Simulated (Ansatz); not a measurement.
# CuRuS2: the cost of one run

Method: DFT PBE+U (U = 4 eV, J = 0.9 eV on Ru d, around-mean-field double counting), plane waves, PAW, in Ansatz 0.2.0.

## (1) Starting point

Symmetry: R-3m, No. 166, trigonal system. The conventional cell has a = 3.632 Å, b = 3.632 Å, c = 19.777 Å, α = 90.00°, β = 90.00°, γ = 120.00°. Around Cu (site symmetry -3m) lie 6 S at 2.88 Å. Around Ru (site symmetry -3m) lie 6 S at 2.48 Å. S (site symmetry 3m) has 3 Ru at 2.48 Å and 3 Cu at 2.88 Å as nearest neighbours.

Coordinates:

```
CELL_PARAMETERS angstrom
1.81585 -1.04838 13.18446
-1.81585 -1.04838 13.18446
0.00000 -4.19353 13.18446
ATOMIC_POSITIONS crystal
Cu 0.50000 0.50000 0.75000
Ru 0.00000 0.00000 0.00000
S 0.26670 0.26670 0.86665
S 0.73330 0.73330 0.63335
Cu 0.50000 0.50000 0.25000
Ru 0.00000 0.00000 0.50000
S 0.26670 0.26670 0.36665
S 0.73330 0.73330 0.13335
```

Magnetic order typed: antiferromagnetic, doubled cell 1/2 1/2 1/2.

## (2) From atoms, symmetry kept, no search

The input, input.yaml:

```yaml
crystal:
  lattice:
    - [1.81585092, -1.04838201, 13.18446352]
    - [-1.81585092, -1.04838201, 13.18446352]
    - [0.0, -4.19352806, 13.18446352]
  atoms:
    - { symbol: Cu, position: [0.5, 0.5, 0.75] }
    - { symbol: Ru, position: [0.0, 0.0, 0.0], spin: 5.0 }
    - { symbol: S, position: [0.2667, 0.2667, 0.86665] }
    - { symbol: S, position: [0.7333, 0.7333, 0.63335] }
    - { symbol: Cu, position: [0.5, 0.5, 0.25] }
    - { symbol: Ru, position: [0.0, 0.0, 0.5], spin: -5.0 }
    - { symbol: S, position: [0.2667, 0.2667, 0.36665] }
    - { symbol: S, position: [0.7333, 0.7333, 0.13335] }
basis:
  ecutwfc: 420
  ecutrho_ratio: 4
kpoints:
  mp_grid: { grid: [6, 6, 6] }
hamiltonian:
  xc: pbe
  hubbard:
    sites:
      - { site: 1, l: d, u: 4.0, j: 0.9 }
      - { site: 5, l: d, u: 4.0, j: 0.9 }
    double_counting: amf
scf:
  occupations: { method: gaussian, width: 0.05 }
  lower_state_search: "off"
  max_iter: 150
output:
  forces: true
  stress: true
  eigenvalues: true
  populations: true
  hubbard: { sites: [{ site: 1, l: d }, { site: 5, l: d }] }
magnetization:
  spin_polarized: true
```

The run is started by

```bash
ansatz run input.yaml --threads 4 --pin off --max-ram 6144MiB --backend cpu --events-out ev --progress --plain --runs-dir out
```

Q: Estimate wall time and peak memory on 4 threads of Arm Neoverse V2, shared host.

About 16 s, with a peak of 1.7 GiB.
